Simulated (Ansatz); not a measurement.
# Al2O3: the cost of one run

Method: DFT r2SCAN, scalar-relativistic, plane waves, PAW, in Ansatz 0.2.0.

### Step 1. The system as given

Symmetry: P-3m1, No. 164, trigonal system. The conventional cell has a = 3.017 Å, b = 3.017 Å, c = 7.575 Å, α = 90.00°, β = 90.00°, γ = 120.00°. Around Al (site symmetry 3m) lie 4 O at 1.68 to 1.84 Å. Around O (site symmetry 3m) lie 3 Al at 1.84 Å. Around O (site symmetry -3m) lie 2 Al at 1.68 Å.

Coordinates:

```xyz
5
Lattice="3.0175 0.0000 0.0000 -1.5087 2.6132 0.0000 0.0000 0.0000 7.5746" Properties=species:S:1:pos:R:3 pbc="T T T"
Al    0.0000    0.0000    2.1054
Al    0.0000    0.0000    5.4693
O     0.0000    1.7421    1.5108
O     1.5087    0.8711    6.0638
O     0.0000    0.0000    3.7873
```

It goes back to an entry of the Materials Project, which need not be the stable form.

The cell is taken as given, not relaxed at this level.

### Step 2. The reference cell

The reference gives a free energy of -2793.8257 eV, pressure -5.51 GPa, largest force 0.390 eV/Å and gap on the mesh 2.96 eV. It was computed beforehand with the settings of the runs below.

### Step 3. The scan: a two-dimensional strain map

The cell is strained by p along both x and y and by q along z, with fractional coordinates fixed.

### Step 4. At p = -0.080, q = -0.080

input.yaml reads:

```yaml
crystal:
  lattice:
    - [2.7760839405, 0.0, 0.0]
    - [-1.3880419702, 2.4041592155, 0.0]
    - [0.0, 0.0, 6.968665122]
  atoms:
    - { symbol: Al, position: [0.0, 0.0, 0.277951] }
    - { symbol: Al, position: [0.0, 0.0, 0.722049] }
    - { symbol: O, position: [0.3333333333, 0.6666666667, 0.199454] }
    - { symbol: O, position: [0.6666666667, 0.3333333333, 0.800546] }
    - { symbol: O, position: [0.0, 0.0, 0.5] }
basis:
  ecutwfc: 500
kpoints:
  mp_grid: { grid: [12, 12, 4] }
hamiltonian:
  xc: r2scan
scf:
  occupations: { method: gaussian, width: 0.05 }
output:
  forces: true
  stress: true
  eigenvalues: true
  write_density: true
  write_potential: true
  elf: true
  volumetric_format: npy
```

Run with:

```
$ ansatz run input.yaml --threads 1 --pin off --max-ram 2560MiB --backend cpu --events-out ev --progress --plain --runs-dir out
```

What time and memory should one allow on 1 thread of Intel Xeon at 2.70GHz, shared host?

About 10 s, with a peak of 0.49 GiB.
